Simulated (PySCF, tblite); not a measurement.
# C₆H₁₁N₃O: geometry, infrared bands and NMR shifts

Wanted: the infrared bands and NMR shifts of C₆H₁₁N₃O (`COc1cnnn1C(C)C`), by calculation.

Programs: tblite 0.8.0 and PySCF 2.14.0, with density-fitted response routines of our own. Each step states its level of theory. These are calculated values for one molecule in the gas phase, unless marked as measured. Atoms are numbered from 0 throughout.

## (1) The starting structure

21 atoms, charge 0, multiplicity 1; geometry from: force field or distance geometry start.

Bonds of the start (Å): C0–O1 1.44, O1–C2 1.35, C2–C3 1.36, C3–N4 1.38, N4–N5 1.33, N5–N6 1.35, N6–C7 1.45, C7–C8 1.52, C7–C9 1.54, N6–C2 1.38, C0–H10 1.09, C0–H11 1.09, C0–H12 1.10, C3–H13 1.09, C7–H14 1.10, C8–H15 1.10, C8–H16 1.10, C8–H17 1.09, C9–H18 1.09, C9–H19 1.10, C9–H20 1.09.

## (2) Optimising the geometry with GFN2-xTB

What the job is given:

```
{"job": {"kind": "relax", "xc": "GFN2-xTB", "basis": "xTB"}, "charge": 0, "multiplicity": 1}
C      3.008100     0.398600    -1.092400
O      1.585800     0.424500    -0.897600
C      1.165100    -0.254400     0.184700
C      1.745000    -0.983300     1.176900
N      0.791900    -1.463700     2.050200
N     -0.392900    -1.043100     1.609700
N     -0.179100    -0.311800     0.492100
C     -1.291200     0.291200    -0.211100
C     -2.022900     1.306500     0.654900
C     -2.262100    -0.777400    -0.744000
H      3.354700    -0.623300    -1.250700
H      3.215800     0.979200    -1.990200
H      3.516700     0.868000    -0.238600
H      2.795700    -1.210300     1.336700
H     -0.880100     0.827700    -1.074700
H     -2.814600     1.816300     0.092400
H     -2.497100     0.841900     1.527200
H     -1.335900     2.067800     1.023600
H     -3.047600    -0.313400    -1.346800
H     -1.723500    -1.498300    -1.372000
H     -2.740800    -1.325600     0.069300
```

Launch:

```
$ OMP_NUM_THREADS=1 python probes_run.py task.json out
```

The driver reads the jobs from task.json and runs them one after another.

**Question.** This job is followed by: GFN2-xTB harmonic vibrations, gas phase; GIAO PBE0/pcSseg-1 NMR shielding, non-relativistic, gas phase. What will the session give for the following? strongest single infrared mode (GFN2-xTB); zero-point energy (GFN2-xTB); 13C shifts against TMS (PBE0/pcSseg-1, means over atoms taken as alike); 1H shifts against TMS (PBE0/pcSseg-1, means over atoms taken as alike); 17O shifts against H2O (PBE0/pcSseg-1); 15N shifts against NH3 (PBE0/pcSseg-1).

As calculated:

| quantity | value |
| --- | --- |
| strongest single infrared mode (GFN2-xTB) | 1565 cm⁻¹, 204 km/mol |
| zero-point energy (GFN2-xTB) | 107.9 kcal/mol |
| 13C shifts against TMS (PBE0/pcSseg-1, means over atoms taken as alike) | 159.7, 113.6, 58.9, 48.6, 25.3 ppm |
| 1H shifts against TMS (PBE0/pcSseg-1, means over atoms taken as alike) | 6.96, 4.39, 4.05, 1.58 ppm |
| 17O shifts against H2O (PBE0/pcSseg-1) | 77.4 ppm |
| 15N shifts against NH3 (PBE0/pcSseg-1) | 387.1, 376.6, 262.2 ppm |

What this shows: The optimisation took 41 steps and gained 0.224 eV; among the close pairs (by a distance rule), N4–N5 changed most, from 1.332 to 1.275 Å. All 57 modes are real, so the xTB geometry is a minimum. The strongest single mode, at 1565 cm⁻¹, moves mainly C2. GFN2-xTB is a fitted tight-binding method: band positions and strengths are rough. Its intensities can rank the bands wrongly. At PBE0/pcSseg-1: The widest tensor belongs to N4: span 588 ppm, with a paramagnetic part of -449 ppm. NICS(1)zz of -29 ppm above the planar ring from C2 marks a diatropic (aromatic) ring current.
